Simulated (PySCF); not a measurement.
# C5H6F2O: the cost of one run

Programs: PySCF 2.14.0, with routines of our own; each step states its level. All values are computed. Atoms count from 0.

### Step 1. The starting structure

14 atoms, charge 0, multiplicity 1; geometry from: GFN2-xTB.

### Step 2. Magnetic properties: GIAO PBE0/pcSseg-1

Job settings and geometry (Å):

```
{"job": {"kind": "mag", "xc": "PBE0", "basis": "pcSseg-1", "isotopologues": 2}, "charge": 0, "multiplicity": 1}
F      2.468025    -0.992817     0.768758
C      1.922739     0.085783     0.125712
C      0.446831    -0.051230     0.005157
C     -0.381298    -0.958143     0.504935
C     -1.786123    -0.611771     0.127864
O     -1.655819     0.491480    -0.770433
C     -0.383301     0.994306    -0.701246
F     -0.361170     2.166201     0.064846
H      2.180271     0.978702     0.709375
H      2.395514     0.146079    -0.862571
H     -0.130094    -1.817984     1.095135
H     -2.303957    -1.416199    -0.401944
H     -2.379750    -0.323686     1.004976
H     -0.032546     1.308808    -1.692730
```

Method: GIAO PBE0/pcSseg-1 magnetisability, rotational g tensor and spin-rotation constants, non-relativistic, gas phase.

Started as:

```bash
$ OMP_NUM_THREADS=1 python excited_run.py task.json out
```

The driver reads the jobs from task.json and runs them one after another.

**Question.** How long does this first job take on 1 thread of Arm Neoverse V1, shared host, and how much memory does it need?

About 24 s, with a peak of 0.74 GiB.
